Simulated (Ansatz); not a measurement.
Task: a charge-density difference against the sublattices of MgZn2Sb2, space group P-3m1, with Ansatz 0.2.0 through its Python package. Give the script and its output. Use (first run): PBEsol, PAW, cutoff 460 eV, 6×6×4 k-points, Fermi-Dirac smearing of 0.1 eV.

```
Mg Zn Sb
1.0
     4.33680    0.00000    0.00000
    -2.16840    3.75578    0.00000
     0.00000    0.00000    7.22100
Mg Zn Sb
1 2 2
Direct
  0.00000 0.00000 0.00000
  0.33333 0.66667 0.61946
  0.66667 0.33333 0.38054
  0.33333 0.66667 0.23811
  0.66667 0.33333 0.76189
```

`drho.py`:
```python
"""Density difference of MgZn2Sb2 against its sublattices."""

import ansatz as az
import numpy as np

vectors0 = np.array([
    [4.33680308, 0.0, 0.0],
    [-2.16840154, 3.75578164, 0.0],
    [0.0, 0.0, 7.22099657],
])
sites = [
    ("Mg", (0.0, 0.0, 0.0)),
    ("Zn", (1 / 3, 2 / 3, 0.61945601)),
    ("Zn", (2 / 3, 1 / 3, 0.38054399)),
    ("Sb", (1 / 3, 2 / 3, 0.23810861)),
    ("Sb", (2 / 3, 1 / 3, 0.76189139)),
]


def on_lattice(cell):
    crystal = az.Crystal(lattice=az.Lattice.of(cell))
    for symbol, position in sites:
        crystal = crystal.atom(symbol, position)
    return crystal

# same cell, cutoff and mesh for the crystal and its parts
def solve(crystal):
    return (
        crystal.calculation()
        .occupations("fermi_dirac", width=0.1)
        .functional(az.Functional.PBESOL)
        .basis(460, grid_basis="typed")
        .kpoints(6, 6, 4)
        .density()
        .run(threads=1)
    )


whole = solve(on_lattice(vectors0))
difference = whole.density().channels[0].density_e_per_ang3.copy()
binding = whole.report["free_energy_ev"]
for element in ["Mg", "Zn", "Sb"]:
    part = az.Crystal(lattice=az.Lattice.of(vectors0))
    for symbol, position in sites:
        if symbol == element:
            part = part.atom(symbol, position)
    alone = solve(part)
    difference -= alone.density().channels[0].density_e_per_ang3
    binding -= alone.report["free_energy_ev"]
    print(f"{element} sublattice: {alone.report['n_electrons']:g} electrons, {alone.report['n_iterations']} iterations")

voxel = abs(np.linalg.det(vectors0)) / difference.size
print(f"energy of the crystal less its unpolarised sublattices: {binding / len(sites):.4f} eV/atom")
print(f"net charge of the difference {difference.sum() * voxel:.5f} e, charge rearranged {0.5 * np.abs(difference).sum() * voxel:.3f} e")
print(f"extremes {difference.min():.4f} and {difference.max():.4f} e/A^3")
for (symbol, position) in sites:
    index = tuple(int(round(p * n)) % n for p, n in zip(position, difference.shape))
    print(f"  change of the pseudo-density at the grid point nearest {symbol}: {difference[index]:+.4f} e/A^3")
profile = difference.mean(axis=(0, 1))
print("planar mean along the third vector:", np.round(profile[:: max(len(profile) // 12, 1)], 4))
```

`python drho.py` gives:
```text
Mg sublattice: 10 electrons, 6 iterations
Zn sublattice: 24 electrons, 8 iterations
Sb sublattice: 30 electrons, 7 iterations
energy of the crystal less its unpolarised sublattices: -1.6971 eV/atom
net charge of the difference 0.00000 e, charge rearranged 1.064 e
extremes -0.0558 and 0.1121 e/A^3
  change of the pseudo-density at the grid point nearest Mg: -0.0165 e/A^3
  change of the pseudo-density at the grid point nearest Zn: +0.0010 e/A^3
  change of the pseudo-density at the grid point nearest Zn: +0.0010 e/A^3
  change of the pseudo-density at the grid point nearest Sb: +0.1060 e/A^3
  change of the pseudo-density at the grid point nearest Sb: +0.1060 e/A^3
planar mean along the third vector: [-0.0172 -0.0062  0.0079  0.0102  0.0052  0.0016 -0.0072 -0.0108 -0.0013
  0.0018  0.0101  0.0085  0.0031 -0.0142]
```

Grid values close to the nuclei reflect the PAW or pseudopotential construction, not the all-electron fields. This cell is a computed structure, which may not be the phase found in nature. Charge moved counts every rearrangement, bonding and polarisation too, and is no transfer between atoms; the bare sublattices are artificial references. Values near the nuclei depend on the potentials. Finished in 14 s on 1 thread of Arm Neoverse V1, with other jobs on the host, peak memory 0.48 GiB.
